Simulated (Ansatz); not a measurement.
# F2GeHS, SMILES [F][Ge]([F])[SH]: a rigid torsion scan

Computed with Ansatz's Python interface.

The script, `torsion_f2gehs.py`:
```python
"""Rigid torsion scan of F2GeHS."""

import ansatz as az
from ase import Atoms

atoms = Atoms(["F", "Ge", "F", "S", "H"], positions=[
    (0.241, 0.0661, 1.908),
    (-0.0461, -0.8085, 0.4161),
    (1.4824, -1.1164, -0.3451),
    (-1.2398, 0.3712, -0.9851),
    (-0.3876, 1.4139, -1.0354),
])

# start the scan from a relaxed geometry
first = (
    az.Crystal.molecule_from_ase(atoms).calculation()
    .basis(gaussian="def2-SVP")
    .functional("PBE0")
    .spin("collinear", total=1)
    .relax(force_tolerance=0.02, max_steps=80)
)
atoms.positions = first.run().report["positions_ang"]

start = atoms.get_dihedral(0, 1, 3, 4)
energies = {}
for turn in range(0, 360, 40):
    turned = atoms.copy()
    turned.set_dihedral(0, 1, 3, 4, start + turn, indices=[3, 4])
    calc = (
        az.Crystal.molecule_from_ase(turned).calculation()
        .basis(gaussian="def2-SVP")
        .functional("PBE0")
        .spin("collinear", total=1)
    )
    energies[round((start + turn) % 360)] = calc.run().report["free_energy_ev"]
floor = min(energies.values())
print("dihedral F0-Ge1-S3-H4 (deg)   E - E(min) (kcal/mol)")
for angle, e in sorted(energies.items()):
    print(f"{angle:8d} {23.060548 * (e - floor):14.3f}  " + "#" * int(30 * (e - floor) / max(max(energies.values()) - floor, 1e-9)))
```

```console
$ python torsion_f2gehs.py
dihedral F0-Ge1-S3-H4 (deg)   E - E(min) (kcal/mol)
      25          1.815  ###########################
      65          1.952  ##############################
     105          0.747  ###########
     145          0.223  ###
     185          0.705  ##########
     225          1.404  #####################
     265          0.711  ##########
     305          0.000
     345          0.650  #########
```

Caveats:
- These settings explore the input space; basis and method may be short of convergence.
- The scan is rigid and the energies are electronic, in a modest basis. With rigid groups the curve can differ much from the relaxed path, the start wasn't checked as a minimum of this torsion, and equivalent turns needn't return to the same energy.
- The species is open-shell (spin multiplicity 2).
- Timing: 2.7 min on 1 thread of Arm Neoverse V2, with other jobs on the host, peak memory 0.32 GiB.
